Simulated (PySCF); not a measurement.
# [Er(H2CO)]3+: shape, vibrations and bonding

Task: relax [Er(H2CO)]3+, compute its harmonic modes and analyse its electrons. The structure is generated, not taken from experiment.

Method: PBE0, Er lcecp-1-SVP with ECP57, O def2-SVP, C def2-SVP, H def2-SVP; scalar-relativistic core potentials, no spin–orbit coupling; program: PySCF 2.14.0.

1 further run of the same task is left out (for a known fault of the program).

**1. Starting geometry**

5 atoms, charge 3, spin multiplicity 1.

Bond lengths: Er1–O2 2.422 Å, O2–C3 1.220 Å, C3–H4 1.105 Å, C3–H5 1.105 Å. Angles: Er1–O2–C3 180.0°, O2–C3–H4 121.7°, O2–C3–H5 121.7°, H4–C3–H5 116.6°.

Geometry (Å):

| atom | x (Å) | y (Å) | z (Å) |
| --- | --- | --- | --- |
| Er1 | 0.0000 | 0.0000 | 0.0000 |
| O2 | 0.0000 | 0.0000 | 2.4225 |
| C3 | 0.0000 | 0.0000 | 3.6425 |
| H4 | 0.9400 | 0.0000 | 4.2225 |
| H5 | -0.9400 | 0.0000 | 4.2225 |

Formal oxidation states: Er +3. Each metal's 11 4f electrons lie in its core potential, so multiplicities, spins and levels count the valence alone.

**2. SCF at the start, singlet**

run.py (the lines that set the calculation) reads:

```python
mol = gto.M(atom='''
Er     0.00000     0.00000     0.00000
O      0.00000     0.00000     2.42250
C      0.00000     0.00000     3.64250
H      0.94000     0.00000     4.22250
H     -0.94000     0.00000     4.22250''',
    basis={'Er': 'lcecp-1-SVP', 'O': 'def2-SVP', 'C': 'def2-SVP', 'H': 'def2-SVP'},
    ecp={'Er': 'lcecp-1-SVP'},
    charge=3, spin=0)
mf = dft.RKS(mol, xc='PBE0')
mf.grids.atom_grid = (50, 194)  # f atoms: unpruned, at least (60, 302)
mf = mf.density_fit()  # fitting sets: Er AutoAux, O def2-universal-JKFIT, C def2-universal-JKFIT, H def2-universal-JKFIT
mf.conv_tol = 1e-08; mf.max_cycle = 55
mf.kernel(dm0)  # dm0: free metal ions and neutral atoms
```

On the command line:

```
$ OMP_NUM_THREADS=2 python run.py
```

The program printed:

```text
init E= -142.318638704372
  HOMO = -1.43131398150317  LUMO = -1.25581208013598  gap/eV = 4.77565
cycle= 1 E= -149.58211209469  delta_E= -7.26  |g|= 2.69  |ddm|= 3.07
cycle= 2 E= -137.393777698834  delta_E= 12.2  |g|= 4.53  |ddm|= 5.07
  HOMO = -1.12339849727618  LUMO = -0.887606427359493  gap/eV = 6.41623
cycle= 3 E= -150.959463843929  delta_E= -13.6  |g|= 0.83  |ddm|= 4.65
  HOMO = -0.866863672871272  LUMO = -0.755526312284077  gap/eV = 3.02964
cycle= 4 E= -151.106088735687  delta_E= -0.147  |g|= 0.595  |ddm|= 1.08
  HOMO = -0.854918528504854  LUMO = -0.76519440123318  gap/eV = 2.44152
cycle= 5 E= -151.174724652432  delta_E= -0.0686  |g|= 0.174  |ddm|= 0.568
  HOMO = -0.858538223764874  LUMO = -0.742204422167423  gap/eV = 3.16560
cycle= 6 E= -151.180471185161  delta_E= -0.00575  |g|= 0.0343  |ddm|= 0.127
  HOMO = -0.864491630065736  LUMO = -0.738810472994236  gap/eV = 3.41996
cycle= 7 E= -151.180773293445  delta_E= -0.000302  |g|= 0.00661  |ddm|= 0.0428
  HOMO = -0.863912188957411  LUMO = -0.740013418082417  gap/eV = 3.37146
cycle= 8 E= -151.18078793337  delta_E= -1.46e-05  |g|= 0.00301  |ddm|= 0.0135
  HOMO = -0.864238756185799  LUMO = -0.739558469307221  gap/eV = 3.39272
cycle= 9 E= -151.18079045549  delta_E= -2.52e-06  |g|= 0.000131  |ddm|= 0.00334
  HOMO = -0.864244672992516  LUMO = -0.739559463290026  gap/eV = 3.39286
cycle= 10 E= -151.180790460527  delta_E= -5.04e-09  |g|= 2.72e-05  |ddm|= 0.000154
  HOMO = -0.864255227180376  LUMO = -0.739550588481409  gap/eV = 3.39339
Extra cycle  E= -151.18079046012  delta_E= 4.08e-10  |g|= 5.08e-05  |ddm|= 8.56e-05
converged SCF energy = -151.18079046012
```

Run time: 2 s. Hardware: 2 threads of Arm Neoverse V1, shared host; peak memory 0.39 GiB.

Result: E = -151.180790 Eh, HOMO -23.52 eV, LUMO -20.12 eV, Mulliken charge on Er1 +2.54 e. 

**3. Relaxation, singlet**

Steps are kept in the start's point group, C2v.

run.py (the lines that set the calculation) reads:

```python
mol = gto.M(atom='''
Er     0.00000     0.00000    -0.46427
O      0.00000     0.00000     1.95823
C      0.00000     0.00000     3.17823
H      0.94000     0.00000     3.75823
H     -0.94000     0.00000     3.75823''',
    basis={'Er': 'lcecp-1-SVP', 'O': 'def2-SVP', 'C': 'def2-SVP', 'H': 'def2-SVP'},
    ecp={'Er': 'lcecp-1-SVP'},
    charge=3, spin=0)
mf = dft.RKS(mol, xc='PBE0')
mf.grids.atom_grid = (50, 194)  # f atoms: unpruned, at least (60, 302)
mf = mf.density_fit()  # fitting sets: Er AutoAux, O def2-universal-JKFIT, C def2-universal-JKFIT, H def2-universal-JKFIT
mf.conv_tol = 1e-08; mf.max_cycle = 55
mf.kernel(dm0)  # dm0: an SCF of this state at this start
# quasi-Newton relaxation in Cartesian coordinates to a largest gradient under 0.00045 Eh/bohr, steps kept in the point group
```

On the command line:

```
$ OMP_NUM_THREADS=2 python run.py
```

The driver keeps no SCF log for this step, only its results.

It took 12 s on 2 threads of Arm Neoverse V1, shared host.

Relaxation path:

| step | energy from step 1 (eV) | largest force component (eV/Å) |
| --- | --- | --- |
| 1 | 0.0000 | 4.7321 |
| 2 | -0.4314 | 2.6768 |
| 3 | -0.6571 | 4.1608 |
| 4 | -0.7969 | 0.9859 |
| 5 | -0.8251 | 0.3186 |
| 6 | -0.8284 | 0.0994 |
| 7 | -0.8285 | 0.0196 |
| 8 | -0.8285 | 0.0015 |

Distances of close pairs at the start and the end, largest changes first:

| bond | before (Å) | after (Å) | change (Å) |
| --- | --- | --- | --- |
| Er1–O2 | 2.422 | 2.038 | -0.384 |
| O2–C3 | 1.220 | 1.271 | +0.051 |
| C3–H4 | 1.105 | 1.114 | +0.009 |
| C3–H5 | 1.105 | 1.114 | +0.009 |

It ends in C2v at E = -151.211239 Eh.

| atom | x (Å) | y (Å) | z (Å) |
| --- | --- | --- | --- |
| Er1 | 0.00000 | 0.00000 | -0.17202 |
| O2 | 0.00000 | 0.00000 | 1.86611 |
| C3 | 0.00000 | 0.00000 | 3.13669 |
| H4 | 0.97306 | 0.00000 | 3.67894 |
| H5 | -0.97306 | 0.00000 | 3.67894 |

**4. The relaxed geometry turned into its symmetry frame**

run.py (the lines that set the calculation) reads:

```python
mol = gto.M(atom='''
Er     0.00000     0.00000    -0.40863
O      0.00000     0.00000     1.62950
C      0.00000     0.00000     2.90008
H      0.97306     0.00000     3.44234
H     -0.97306     0.00000     3.44234''',
    basis={'Er': 'lcecp-1-SVP', 'O': 'def2-SVP', 'C': 'def2-SVP', 'H': 'def2-SVP'},
    ecp={'Er': 'lcecp-1-SVP'},
    charge=3, spin=0)
mf = dft.RKS(mol, xc='PBE0')
mf.grids.atom_grid = (50, 194)  # f atoms: unpruned, at least (60, 302)
mf = mf.density_fit()  # fitting sets: Er AutoAux, O def2-universal-JKFIT, C def2-universal-JKFIT, H def2-universal-JKFIT
mf.conv_tol = 1e-08; mf.max_cycle = 55
mf.kernel(dm0)  # dm0: free metal ions and neutral atoms
```

On the command line:

```
$ OMP_NUM_THREADS=2 python run.py
```

The program printed:

```text
init E= -142.283373661053
  HOMO = -1.44424746998126  LUMO = -1.26369428800548  gap/eV = 4.91310
cycle= 1 E= -149.544652572183  delta_E= -7.26  |g|= 2.78  |ddm|= 3.09
cycle= 2 E= -138.491754868215  delta_E= 11.1  |g|= 4.29  |ddm|= 5.05
  HOMO = -1.22391102285718  LUMO = -0.976257684685404  gap/eV = 6.73899
cycle= 3 E= -150.871478224389  delta_E= -12.4  |g|= 1.11  |ddm|= 4.69
  HOMO = -0.970748911589077  LUMO = -0.731965195459606  gap/eV = 6.49764
cycle= 4 E= -151.097619113555  delta_E= -0.226  |g|= 0.753  |ddm|= 1.16
  HOMO = -0.945213489003201  LUMO = -0.740755784731837  gap/eV = 5.56358
cycle= 5 E= -151.205307135349  delta_E= -0.108  |g|= 0.155  |ddm|= 0.55
  HOMO = -0.927771765394905  LUMO = -0.722984295545598  gap/eV = 5.57255
cycle= 6 E= -151.210419106457  delta_E= -0.00511  |g|= 0.0542  |ddm|= 0.183
  HOMO = -0.936884481494626  LUMO = -0.720587607221653  gap/eV = 5.88574
cycle= 7 E= -151.211224461278  delta_E= -0.000805  |g|= 0.00723  |ddm|= 0.0562
  HOMO = -0.937072813048278  LUMO = -0.721468021894109  gap/eV = 5.86691
cycle= 8 E= -151.211236929705  delta_E= -1.25e-05  |g|= 0.0028  |ddm|= 0.00865
  HOMO = -0.937257874197584  LUMO = -0.721341961662112  gap/eV = 5.87537
cycle= 9 E= -151.211238476616  delta_E= -1.55e-06  |g|= 0.000334  |ddm|= 0.00173
  HOMO = -0.937311850842029  LUMO = -0.721317798317897  gap/eV = 5.87750
cycle= 10 E= -151.211238505179  delta_E= -2.86e-08  |g|= 1.84e-05  |ddm|= 0.00033
  HOMO = -0.937312344214643  LUMO = -0.721320422842214  gap/eV = 5.87744
cycle= 11 E= -151.211238505296  delta_E= -1.17e-10  |g|= 2.62e-06  |ddm|= 2.53e-05
  HOMO = -0.93731166055673  LUMO = -0.721320326078568  gap/eV = 5.87742
Extra cycle  E= -151.211238505293  delta_E= 2.19e-12  |g|= 4.43e-06  |ddm|= 5.75e-06
converged SCF energy = -151.211238505293
```

It took 0.7 s on 2 threads of Arm Neoverse V1, shared host.

Read off: E = -151.211239 Eh, HOMO -25.51 eV, LUMO -19.63 eV, Mulliken charge on Er1 +2.43 e. 

**5. Harmonic vibrations**

Edit run.py (the lines that set the calculation) of step 4 so:

```diff
@@ -12,3 +12,4 @@
 mf = mf.density_fit()  # fitting sets: Er AutoAux, O def2-universal-JKFIT, C def2-universal-JKFIT, H def2-universal-JKFIT
-mf.conv_tol = 1e-08; mf.max_cycle = 55
-mf.kernel(dm0)  # dm0: free metal ions and neutral atoms
+mf.conv_tol = 1e-10; mf.max_cycle = 55
+mf.kernel(dm0)  # dm0: the density of the relaxed state
+# Hessian and dipole derivatives by central differences of gradients, 0.02 bohr
```

On the command line:

```
$ OMP_NUM_THREADS=2 python run.py
```

No log is kept here; the results follow.

Run time: 24 s. Hardware: 2 threads of Arm Neoverse V1, shared host.

Point group C2v; negative numbers are unstable modes, and those under 60 cm⁻¹ are near the numerical noise:

| cm⁻¹ | km/mol | symmetry |
| --- | --- | --- |
| 260 | 61.5 | b2 |
| 279 | 68.9 | b1 |
| 449 | 20.4 | a1 |
| 1171 | 19.8 | b2 |
| 1245 | 5.6 | b1 |
| 1435 | 312.7 | a1 |
| 1542 | 276.0 | a1 |
| 3006 | 99.7 | a1 |
| 3160 | 106.0 | b2 |

**6. Properties on a finer grid**

run.py (the lines that set the calculation) reads:

```python
mol = gto.M(atom='''
Er     0.00000     0.00000    -0.17202
O      0.00000     0.00000     1.86611
C      0.00000     0.00000     3.13669
H      0.97306     0.00000     3.67894
H     -0.97306     0.00000     3.67894''',
    basis={'Er': 'lcecp-1-SVP', 'O': 'def2-SVP', 'C': 'def2-SVP', 'H': 'def2-SVP'},
    ecp={'Er': 'lcecp-1-SVP'},
    charge=3, spin=0)
mf = dft.RKS(mol, xc='PBE0')
mf.grids.atom_grid = (75, 302)  # f atoms: unpruned, at least (60, 302)
mf = mf.density_fit()  # fitting sets: Er AutoAux, O def2-universal-JKFIT, C def2-universal-JKFIT, H def2-universal-JKFIT
mf.conv_tol = 1e-09; mf.max_cycle = 55
mf.kernel(dm0)  # dm0: the density of the relaxed state
```

On the command line:

```
$ OMP_NUM_THREADS=2 python run.py
```

The program printed:

```text
init E= -151.211238017634
  HOMO = -0.937306905637325  LUMO = -0.721320264478303  gap/eV = 5.87730
cycle= 1 E= -151.211238017751  delta_E= -1.16e-10  |g|= 4.85e-05  |ddm|= 0.000106
  HOMO = -0.937318099620928  LUMO = -0.721320094565126  gap/eV = 5.87761
cycle= 2 E= -151.211238016535  delta_E= 1.22e-09  |g|= 9.33e-05  |ddm|= 8.76e-05
  HOMO = -0.937311365570906  LUMO = -0.721319993282212  gap/eV = 5.87742
cycle= 3 E= -151.211238018198  delta_E= -1.66e-09  |g|= 8.25e-07  |ddm|= 5.71e-05
  HOMO = -0.937311352153795  LUMO = -0.721320175109937  gap/eV = 5.87742
cycle= 4 E= -151.211238018198  delta_E= -3.41e-13  |g|= 1.51e-07  |ddm|= 1.13e-06
  HOMO = -0.937311361470304  LUMO = -0.721320138169979  gap/eV = 5.87742
Extra cycle  E= -151.211238018199  delta_E= -6.25e-13  |g|= 1.55e-07  |ddm|= 2.65e-07
converged SCF energy = -151.211238018199
```

Run time: 5.1 s. Hardware: 2 threads of Arm Neoverse V1, shared host.

It gives: E = -151.211238 Eh, HOMO -25.51 eV, LUMO -19.63 eV, Mulliken charge on Er1 +2.43 e, largest force component 0.002 eV/Å. 

Löwdin charges:

| atom | value (e) |
| --- | --- |
| Er1 | 2.28 |
| O2 | -0.09 |
| C3 | 0.54 |
| H4 | 0.14 |
| H5 | 0.14 |

Mulliken charges: Er1 +2.43, O2 -0.37, C3 +0.41, H4 +0.27, H5 +0.27 e.

Contacts (the nearest donor of each ligand) and Mayer bond orders:

| contact | distance (Å) | bond order |
| --- | --- | --- |
| Er1–O2 (H2CO) | 2.038 | 0.91 |

Mulliken populations of Er1 outside the core potential: s 2.05, p 6.05, d 0.44, f 0.03.

Orbitals, density, ELF and potential are computed afterwards from the orbital file.

Frontier orbitals at PBE0, with the share of their density that lies nearest to each atom:

| orbital | energy (eV) | lies on |
| --- | --- | --- |
| HOMO | -25.51 | O2 46 %; H4, H5 about 18 % each; C3 12 % |
| LUMO | -19.63 | Er1 65 %; C3 19 %; O2 11 % |

ELF in a plane through or near 5 of the atoms.

Ten even steps from '0' (0.00) to '9' (1.00):
```
0000000000000000000000000000
0000000000000000000000000000
0000000000000000000000000000
0000000000000000221000000000
0000000000000002665100000000
0000000000120005999800000000
0000001100252006999920000000
0000257741376327999920000000
0001688883488756999500000000
0002785284474655476100000000
0002785284473654376100000000
0001688883488756999500000000
0000257741376327999920000000
0000001100252006999920000000
0000000000120005999800000000
0000000000000002665100000000
0000000000000000110000000000
0000000000000000000000000000
0000000000000000000000000000
0000000000000000000000000000
```
The map spans 10.4 Å across and 7.1 Å up, centred on the molecule. Atoms in the plane (x, y in Å): Er1 (-2.6, 0.0), O2 (-0.6, 0.0), C3 (0.7, 0.0), H4 (1.2, 1.0), H5 (1.2, -1.0).

On the surface of density 0.002 e/bohr³ the electrostatic potential runs, from the 1st to the 99th percentile, from 12.47 to 25.34 V.

**7. Results**

| quantity | value |
| --- | --- |
| state and point group | singlet in the valence, C2v |
| modes | 260 to 3160 cm⁻¹, none unstable |
| strongest infrared band (modes within 1.5 cm⁻¹ summed) | 1435 cm⁻¹ (313 km/mol) |
| zero-point energy | 0.778 eV |
| ideal gas, 298 K, 1 bar | S = 292.7, Cp = 55.8 J/(mol K) |
| metal–ligand contacts | 2.04 Å |
| frontier levels | HOMO -25.51 eV, LUMO -19.63 eV |
| dipole about the centre of mass | 5.22 D |
| mean polarisability | 3.6 Å³ |

In words: All modes are real, so the structure is a minimum. The metal carries +2.28 e by Löwdin's partition against a formal +3, and bond orders to the nearest donors reach 0.91. Both measures hang on the basis. One start shape was tried, so another isomer may lie lower. These are double-zeta-type bases without diffuse functions. Spin–orbit coupling is left out.
